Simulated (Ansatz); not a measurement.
**C₂H₅AlOS: basis-set convergence**

An exercise on one series of results from a longer session: the logs are not shown, and one member is left open.

Program: Ansatz 0.2.0, Gaussian basis. Level of theory: one geometry, several basis sets. These are calculated values, not measurements.

Plan: PBE0-D4/def2-SVP; ωB97M-V/def2-SVP; PBE0-D4/def2-QZVPP; ωB97M-V/def2-QZVPP; the functionals' def2-TZVPP values are taken from earlier runs.

### The geometry

An earlier PBE0-D4 in a triple-zeta def2 set relaxation fixed the geometry.

SMILES `C=[C](S)[AlH][OH]`, 10 atoms, charge 0, spin multiplicity 1.

Atoms are counted from 1 here; the program's logs count them from 0.

Bond lengths: C1–C2 1.338 Å, C1–H6 1.085 Å, C1–H7 1.088 Å, C2–S3 1.760 Å, C2–Al4 1.936 Å, S3–H8 1.344 Å, Al4–O5 1.693 Å, Al4–H9 1.585 Å, O5–H10 0.955 Å. Angles: C2–C1–H6 120.1°, C2–C1–H7 123.4°, H6–C1–H7 116.5°, C1–C2–S3 120.3°, C1–C2–Al4 120.7°, S3–C2–Al4 119.1°, C2–S3–H8 97.6°, C2–Al4–O5 116.5°, C2–Al4–H9 121.2°, O5–Al4–H9 122.3°, Al4–O5–H10 124.5°.

Set-up of the first run:

The input, in.yaml:

```yaml
crystal:
  periodic: [false, false, false]
  atoms:
    - {symbol: C, position_ang: [0.308933, 1.001175, 1.365234]}
    - {symbol: C, position_ang: [-0.294454, -0.025396, 0.755360]}
    - {symbol: S, position_ang: [-1.442835, -1.028119, 1.634091]}
    - {symbol: Al, position_ang: [0.079967, -0.430063, -1.100377]}
    - {symbol: O, position_ang: [1.194948, 0.575885, -1.881266]}
    - {symbol: H, position_ang: [1.016627, 1.617756, 0.820931]}
    - {symbol: H, position_ang: [0.131761, 1.268316, 2.405296]}
    - {symbol: H, position_ang: [-1.747677, -1.869894, 0.632337]}
    - {symbol: H, position_ang: [-0.627677, -1.642101, -1.835919]}
    - {symbol: H, position_ang: [1.463607, 0.481343, -2.792787]}
basis:
  gaussian: {orbitals: def2-SVP}
hamiltonian: {xc: pbe0, dispersion: d4}
output: {orbitals: {seedname: orbitals}}
```

Started as:

```sh
> ansatz run in.yaml --threads 4 --pin off --events-out ev --progress --plain --max-ram 10444MiB
```

Steps of the session up to this table: PBE0-D4 in def2-SVP; ωB97M-V in def2-SVP; PBE0-D4 in def2-QZVPP; ωB97M-V in def2-QZVPP.

One table of the session follows, with a row left open; its other results are not shown here.

It belongs to the step «Functionals by basis». 

```
functional       basis  HOMO (eV)
   PBE0-D4    def2-SVP      -6.28
   PBE0-D4  def2-TZVPP      -6.46
   PBE0-D4  def2-QZVPP          ?
   ωB97M-V    def2-SVP      -8.36
   ωB97M-V  def2-TZVPP      -8.57
   ωB97M-V  def2-QZVPP      -8.61
```

Q: Estimate the row for PBE0-D4, def2-QZVPP from the others.

The run gave: HOMO (eV): -6.50. In the column «HOMO (eV)» it lies between ωB97M-V, def2-SVP (-8.36) and PBE0-D4, def2-TZVPP (-6.46).
